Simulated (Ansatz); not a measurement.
# Pd: response to strain

Pd is deformed so: zz strain of -1 %. What stress and forces result, by LAPW, PAW and all-electron datasets made for the crystal?

Computed with Ansatz 0.2.0 (DFT LDA, scalar-relativistic, unless a step's input says otherwise).

## (1) The starting structure

It takes space group Fm-3m (No. 225, cubic). The conventional cell has a = 3.890 Å, b = 3.890 Å, c = 3.890 Å, α = 90.00°, β = 90.00°, γ = 90.00°. Pd (site symmetry m-3m) is surrounded by 12 Pd at 2.75 Å.

Structure file:

```
Pd
1.0
     0.00000    1.94490    1.94490
     1.94490    0.00000    1.94490
     1.94490    1.94490    0.00000
Pd
1
Direct
  0.00000 0.00000 0.00000
```

## (2) The deformed structure

Space group Fm-3m before, I4/mmm after.

## (3) LAPW, all electrons

Contents of input.yaml:

```yaml
crystal:
  lattice:
    - [0.0, 1.9449, 1.925451]
    - [1.9449, 0.0, 1.925451]
    - [1.9449, 1.9449, 0.0]
  atoms:
    - { symbol: Pd, position: [0.0, 0.0, 0.0] }
kpoints:
  mp_grid: { grid: [18, 18, 18] }
  band_path:
    path:
      - [0.0, 0.0, 0.0]
      - [0.0, 0.5, 0.5]
      - [0.25, 0.75, 0.5]
      - [0.0, 0.5, 0.0]
      - [0.0, 0.0, 0.0]
      - [0.5, 0.5, 0.0]
      - [0.3775380063, 0.6224619937, 0.0]
      - [-0.3775380063, 0.3775380063, 0.0]
      - [0.0, 0.0, 0.0]
    npoints: 5
scf:
  occupations: { method: fermi_dirac, width: 0.05 }
hamiltonian:
  xc: lda
  pseudopotentials: { kind: all_electron, lapw: { basis_error: 0.00025 } }
output:
  forces: true
  stress: true
  eigenvalues: true
```

The run is started by

```console
> ansatz run input.yaml --threads 1 --pin off --max-ram 3072MiB --backend cpu --events-out ev --progress --plain --runs-dir out
```

## (4) PAW with frozen cores

Contents of input.yaml:

```yaml
crystal:
  lattice:
    - [0.0, 1.9449, 1.925451]
    - [1.9449, 0.0, 1.925451]
    - [1.9449, 1.9449, 0.0]
  atoms:
    - { symbol: Pd, position: [0.0, 0.0, 0.0] }
kpoints:
  mp_grid: { grid: [18, 18, 18] }
scf:
  occupations: { method: fermi_dirac, width: 0.05 }
hamiltonian:
  xc: lda
  pseudopotentials: { kind: paw }
output:
  forces: true
  stress: true
  eigenvalues: true
  efg: { contact_densities: true }
```

## (5) Datasets made for this crystal

input.yaml, as its differences from that of step 4:

```diff
@@ -13,3 +13,3 @@
   xc: lda
-  pseudopotentials: { kind: paw }
+  pseudopotentials: { kind: all_electron, datasets: crystal }
 output:
```

(Steps that only read results are left out.)

Q: Predict the outcome of this session. Wanted: pressure; largest shear or deviatoric stress.

As calculated:

| quantity | value |
| --- | --- |
| pressure | LAPW -6.14, PAW -6.12, crystal datasets -6.15 GPa |
| largest shear or deviatoric stress (LAPW) | 0.41 GPa |

In words: The largest part of the stress beyond the pressure is 0.41 GPa in size, in the zz component. No run of the undeformed cell stands beside it, so the pressure holds what the given cell had before the change. PAW: stress within 0.02 GPa of LAPW. Crystal datasets: stress within 0.01 GPa of LAPW.
